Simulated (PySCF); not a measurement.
# CH3BClFO (SMILES BC(O)(F)Cl): TPSSh/def2-TZVP

Aim: the vertical singlet–triplet gap of CH3BClFO at TPSSh/def2-TZVP, from 2 runs. Input form: a Python script.

The calculation is run with PySCF 2.14.0.

## 1. The system as given

CH3BClFO has 8 atoms, charge 0, and is taken as a singlet. SMILES: `BC(O)(F)Cl`. The coordinates come from a PBE0-D4/def2-TZVP relaxation. This is one conformer, not always the lowest.

Bond lengths: B1–C2 1.545 Å, C2–O3 1.458 Å, C2–F4 1.346 Å, C2–Cl5 1.742 Å, B1–H6 1.192 Å, B1–H7 1.187 Å, O3–H8 0.968 Å. Angles: B1–C2–O3 74.1°, B1–C2–F4 121.2°, B1–C2–Cl5 125.0°, O3–C2–F4 108.7°, O3–C2–Cl5 110.1°, F4–C2–Cl5 109.4°, C2–B1–H6 116.5°, C2–B1–H7 119.5°, C2–O3–H8 107.1°, H6–B1–H7 123.9°.

## 2. A single-point energy at TPSSh/def2-TZVP

Contents of run.py:

```python
from pyscf import gto, dft

system = gto.M(
    atom='''
B     -0.938627     1.579622     0.371709
C      1.239660    -0.237539    -0.319364
O     -1.083002    -1.686203    -0.637216
F      2.652609    -1.345107     1.481167
Cl     2.925485    -0.173477    -3.145827
H     -1.505167     1.686014     2.549052
H     -1.873852     2.842904    -1.228322
H     -1.242684    -2.774307     0.823732
''',
    unit='bohr',
    basis='def2-tzvp',
    verbose=3,
    spin=0,
    max_memory=1860,
    charge=0,
)

mf = dft.RKS(system, xc='tpssh')
mf.grids.level = 4
mf.conv_tol = 1e-10
mf.kernel()
if not mf.converged:
    mf = mf.newton().run(mf.mo_coeff, mf.mo_occ)

energy = mf.e_tot
print(f'total energy: {energy:.8f} hartree')
```

Launch:

```bash
$ OMP_NUM_THREADS=1 python run.py
```

Log:

```text
converged SCF energy = -700.125465253331
total energy: -700.12546525 hartree
```

Run time: 1.7 min. Hardware: 1 thread of Arm Neoverse V1, shared host; peak memory 1.6 GiB.

## 3. The triplet, same level

Contents of input.py:

```python
from pyscf import gto, dft

mol = gto.M(
    atom=[
    ('B', (-0.496700, 0.835900, 0.196700)),
    ('C', (0.656000, -0.125700, -0.169000)),
    ('O', (-0.573100, -0.892300, -0.337200)),
    ('F', (1.403700, -0.711800, 0.783800)),
    ('Cl', (1.548100, -0.091800, -1.664700)),
    ('H', (-0.796500, 0.892200, 1.348900)),
    ('H', (-0.991600, 1.504400, -0.650000)),
    ('H', (-0.657600, -1.468100, 0.435900)),
],
    verbose=3,
    max_memory=1860,
    spin=2,
    basis='def2-tzvp',
)

myscf = dft.UKS(mol, xc='tpssh')
myscf.conv_tol = 1e-10
myscf.grids.level = 4
myscf.kernel()
if not myscf.converged:
    myscf = myscf.newton().run(myscf.mo_coeff, myscf.mo_occ)

e_tot = myscf.e_tot
print(f'total energy: {e_tot:.8f} hartree')
```

Launch:

```bash
$ OMP_NUM_THREADS=1 python input.py
```

Log:

```text
WARN: HOMO -0.0781581628196477 >= LUMO -0.321974654983733

WARN: HOMO -0.136431379782408 >= LUMO -0.232081257593249

WARN: HOMO -0.0654214815696867 >= LUMO -0.252274247117675

WARN: HOMO -0.064380230706793 >= LUMO -0.275444300720548

WARN: HOMO -0.0825013605059393 >= LUMO -0.283660364703819

WARN: HOMO -0.0767098342012345 >= LUMO -0.270166734672716

WARN: HOMO -0.0796321915622165 >= LUMO -0.269578438589228

WARN: HOMO -0.0814818945704385 >= LUMO -0.270548962585414

WARN: HOMO -0.0819992788934161 >= LUMO -0.270122506712037

WARN: HOMO -0.0819208203224248 >= LUMO -0.269951292036367

WARN: HOMO -0.0820726895684856 >= LUMO -0.269848144107637

WARN: HOMO -0.0821320487086167 >= LUMO -0.269845828398709

WARN: HOMO -0.0821757012954011 >= LUMO -0.269762089339432

WARN: HOMO -0.0821345177326141 >= LUMO -0.269735852710512

WARN: HOMO -0.0821186398029021 >= LUMO -0.269702718545384

WARN: HOMO -0.0821183204349505 >= LUMO -0.269701799975621

WARN: HOMO -0.0821081121728019 >= LUMO -0.269694896790359

WARN: HOMO -0.0821154752003008 >= LUMO -0.269696258552872

WARN: HOMO -0.0821130748802137 >= LUMO -0.269691408920721

WARN: HOMO -0.082114773491961 >= LUMO -0.269692862927388

WARN: HOMO -0.0821149624660489 >= LUMO -0.26969269681882

converged SCF energy = -699.896691220446  <S^2> = 2.0065103  2S+1 = 3.0043371
total energy: -699.89669122 hartree
```

Wall time 5.5 min (1 thread of Arm Neoverse V1, shared host); peak memory 1.7 GiB.

## 4. Summary of results

Level: TPSSh/def2-TZVP.

| quantity | value |
| --- | --- |
| singlet: total energy | -700.12547 Eh |
| singlet: dipole moment | 1.74 D |
| singlet: HOMO energy | -7.88 eV |
| singlet: LUMO energy | -0.73 eV |
| singlet: HOMO–LUMO gap | 7.14 eV |
| triplet: total energy | -699.89669 Eh |
| triplet: dipole moment | 2.96 D |
| triplet: HOMO energy (highest over α and β) | -2.23 eV |
| triplet: ⟨S²⟩ | 2.007 |
| vertical energy of the triplet above the singlet | 6.225 eV |

At this shape the triplet lies 6.23 eV (601 kJ/mol) above the singlet. Mulliken charges (singlet) run from -0.29 on O3 to +0.34 on H8; they depend strongly on the basis.
